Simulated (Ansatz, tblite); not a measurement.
# InH2(NH2) (InNH4): one state, many levels

Aim: run the singlet of InH2(NH2) (InNH4) at one geometry on many levels, and compare frontier levels, spin and run time.

Computed with Ansatz 0.2.0, Gaussian basis. Level: as each input shows.

Levels to be run: GFN1-xTB, GFN2-xTB, PBE-D4/def2-TZVP, r2SCAN-D4/def2-TZVP, B97M-V/def2-TZVP, r2SCAN0-D4/def2-TZVP, ωB97X-V/def2-TZVP, LDA/def2-TZVP, HSE06-D4/def2-TZVP, B3LYP-D4/def2-TZVP, CAM-B3LYP-D4/def2-TZVP, PBE-D4/def2-SVP, PBE0-D4/def2-SVP, PBE0-D4/def2-TZVPD, PBE-D4/def2-TZVPD, r2SCAN-D4/def2-TZVPD, CCSD(T)/def2-TZVPP, MP2/def2-TZVP, RPA/def2-TZVP, CCSD(T)/def2-TZVPD.

5 further runs of the same task are left out: 5 set aside as unsound or not needed.

**1. The relaxed structure**

The singlet was relaxed beforehand with B3LYP-D4/def2-TZVP.

6 atoms, charge 0, spin multiplicity 1.

Bond lengths: In1–H2 1.716 Å, In1–H3 1.716 Å, In1–N4 2.022 Å, N4–H5 1.008 Å, N4–H6 1.008 Å. Angles: H2–In1–H3 130.8°, H2–In1–N4 114.6°, H3–In1–N4 114.6°, In1–N4–H5 124.3°, In1–N4–H6 124.3°, H5–N4–H6 111.4°.

In takes a core potential in the def2 sets. No spin-orbit coupling is included.

PBE0-D4/def2-TZVP was run before; its log isn't repeated, and its numbers join the tables.

**2. GFN1-xTB**

Tight binding, by tblite at 300 K electronic temperature and without a spin-polarisation term:

```python
tblite.interface.Calculator('GFN1-xTB', numbers, positions, charge=0, uhf=0).singlepoint()
```

Energy -186.5143 eV, HOMO -9.48 eV, LUMO -4.60 eV; 0.003 s.

**3. GFN2-xTB**

Tight binding, by tblite at 300 K electronic temperature and without a spin-polarisation term:

```python
tblite.interface.Calculator('GFN2-xTB', numbers, positions, charge=0, uhf=0).singlepoint()
```

Energy -166.6168 eV, HOMO -9.96 eV, LUMO -6.85 eV; 0.002 s.

**4. PBE-D4/def2-TZVP**

start.molden holds the orbitals of an earlier run on this state, given as this run's starting guess.

The input, in.yaml:

```yaml
crystal:
  periodic: [false, false, false]
  atoms:
    - {symbol: In, position_ang: [0.495532, 0.825077, -0.004468]}
    - {symbol: H, position_ang: [2.161875, 0.659454, 0.372604]}
    - {symbol: H, position_ang: [-0.435061, 2.215467, -0.387973]}
    - {symbol: N, position_ang: [-0.545941, -0.908589, 0.005337]}
    - {symbol: H, position_ang: [-1.530630, -0.981076, -0.195246]}
    - {symbol: H, position_ang: [-0.145775, -1.810333, 0.209747]}
basis:
  gaussian: {orbitals: def2-TZVP, initial_orbitals: start.molden}
hamiltonian: {xc: pbe, dispersion: d4}
scf: {omitted_lower_state_checks: [starts]}
output: {orbitals: {seedname: orbitals}}
```

On the command line:

```bash
> ansatz run in.yaml --threads 4 --pin off --events-out ev --progress --plain --max-ram 3916MiB
```

Further steps of the session: r2SCAN-D4/def2-TZVP; B97M-V/def2-TZVP; r2SCAN0-D4/def2-TZVP; ωB97X-V/def2-TZVP; LDA/def2-TZVP; HSE06-D4/def2-TZVP; B3LYP-D4/def2-TZVP; CAM-B3LYP-D4/def2-TZVP; PBE-D4/def2-SVP; PBE0-D4/def2-SVP; PBE0-D4/def2-TZVPD; PBE-D4/def2-TZVPD; r2SCAN-D4/def2-TZVPD; CCSD(T)/def2-TZVPP; MP2/def2-TZVP; RPA/def2-TZVP; CCSD(T)/def2-TZVPD.

Q: Predict the results of all the runs planned. Wanted: gap in def2-TZVP, named functionals, smallest and largest; correlation energy, CCSD(T)/def2-TZVPP; correlation energy, MP2/def2-TZVP; correlation energy, CCSD(T)/def2-TZVPD; binding an atom, CCSD(T)/def2-TZVPP; PBE0 total energy, smallest basis above largest.

**Answer**, as computed:

```
                                                 quantity                             value
gap in def2-TZVP, named functionals, smallest and largest  3.80 eV (LDA), 9.94 eV (ωB97X-V)
                   correlation energy, CCSD(T)/def2-TZVPP                         -14.96 eV
                        correlation energy, MP2/def2-TZVP                         -13.76 eV
                   correlation energy, CCSD(T)/def2-TZVPD                         -14.75 eV
                      binding an atom, CCSD(T)/def2-TZVPP                          2.566 eV
          PBE0 total energy, smallest basis above largest    2.21 eV (def2-SVP, def2-TZVPD)
```

Orbital gaps of the named functionals in def2-TZVP span 3.80 eV (LDA) to 9.94 eV (ωB97X-V); exact exchange widens it. The functionals in def2-TZVP miss CCSD(T)/def2-TZVPP by -0.013 (r2SCAN0-D4) to +0.438 eV (LDA) an atom. The reference is CCSD(T) in one finite basis, so it carries an error of its own, often a tenth of an eV or more, and near misses can't be ranked.
